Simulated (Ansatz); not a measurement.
# C3H10GeO4: the cost of one run

Computed with Ansatz 0.2.0, Gaussian basis. Level: one geometry, several basis sets.

Plan: PBE0-D4/def2-SVP; ωB97M-V/def2-SVP; PBE0-D4/def2-QZVPP; ωB97M-V/def2-QZVPP; the functionals' def2-TZVPP values are taken from earlier runs.

**1. The relaxed structure**

An earlier PBE0-D4 in a triple-zeta def2 set relaxation fixed the geometry.

18 atoms, charge 0, spin multiplicity 1.

Atoms are counted from 1 here; the program's logs count them from 0.

Bond lengths: C1–O2 1.414 Å, C1–H9 1.091 Å, C1–H10 1.096 Å, C1–H11 1.096 Å, O2–Ge3 1.754 Å, Ge3–O4 1.758 Å, Ge3–O5 1.754 Å, Ge3–O7 1.754 Å, O4–H12 0.961 Å, O5–C6 1.414 Å, C6–H13 1.091 Å, C6–H14 1.096 Å, C6–H15 1.096 Å, O7–C8 1.414 Å, C8–H16 1.096 Å, C8–H17 1.092 Å, C8–H18 1.096 Å. Angles: O2–C1–H9 107.5°, O2–C1–H10 112.0°, O2–C1–H11 112.0°, H9–C1–H10 108.5°, H9–C1–H11 108.5°, H10–C1–H11 108.2°, C1–O2–Ge3 118.6°, O2–Ge3–O4 102.6°, O2–Ge3–O5 112.7°, O2–Ge3–O7 112.7°, O4–Ge3–O5 113.2°, O4–Ge3–O7 113.2°, O5–Ge3–O7 102.8°, Ge3–O4–H12 111.9°, Ge3–O5–C6 118.9°, O5–C6–H13 107.5°, O5–C6–H14 112.0°, O5–C6–H15 111.9° and more.

**2. PBE0-D4 in def2-SVP**

in.yaml

```yaml
crystal:
  periodic: [false, false, false]
  atoms:
    - {symbol: C, position_ang: [-1.385330, -1.373663, 1.054985]}
    - {symbol: O, position_ang: [-1.131261, -0.837281, -0.228260]}
    - {symbol: Ge, position_ang: [0.208348, 0.278655, -0.422557]}
    - {symbol: O, position_ang: [0.137622, 0.666545, -2.135434]}
    - {symbol: O, position_ang: [0.071228, 1.688327, 0.611662]}
    - {symbol: C, position_ang: [-1.082502, 2.500154, 0.511658]}
    - {symbol: O, position_ang: [1.743269, -0.414432, 0.066505]}
    - {symbol: C, position_ang: [2.185030, -1.605349, -0.555339]}
    - {symbol: H, position_ang: [-2.244849, -2.040749, 0.968064]}
    - {symbol: H, position_ang: [-0.534648, -1.950607, 1.434967]}
    - {symbol: H, position_ang: [-1.623675, -0.593242, 1.786445]}
    - {symbol: H, position_ang: [0.826944, 1.284212, -2.392185]}
    - {symbol: H, position_ang: [-0.977931, 3.309646, 1.236328]}
    - {symbol: H, position_ang: [-1.997644, 1.943206, 0.742418]}
    - {symbol: H, position_ang: [-1.189632, 2.938328, -0.486727]}
    - {symbol: H, position_ang: [2.326577, -1.475916, -1.633980]}
    - {symbol: H, position_ang: [3.144770, -1.872005, -0.109054]}
    - {symbol: H, position_ang: [1.486083, -2.434530, -0.397596]}
basis:
  gaussian: {orbitals: def2-SVP}
hamiltonian: {xc: pbe0, dispersion: d4}
output: {orbitals: {seedname: orbitals}}
```

On the command line:

```sh
> ansatz run in.yaml --threads 5 --pin off --events-out ev --progress --plain --max-ram 66560MiB --backend cpu
```

**Question.** How long does this run take on 5 threads of AMD EPYC 7R13, shared host, and how much memory does it need?

About 5.5 s, with a peak of 0.92 GiB.
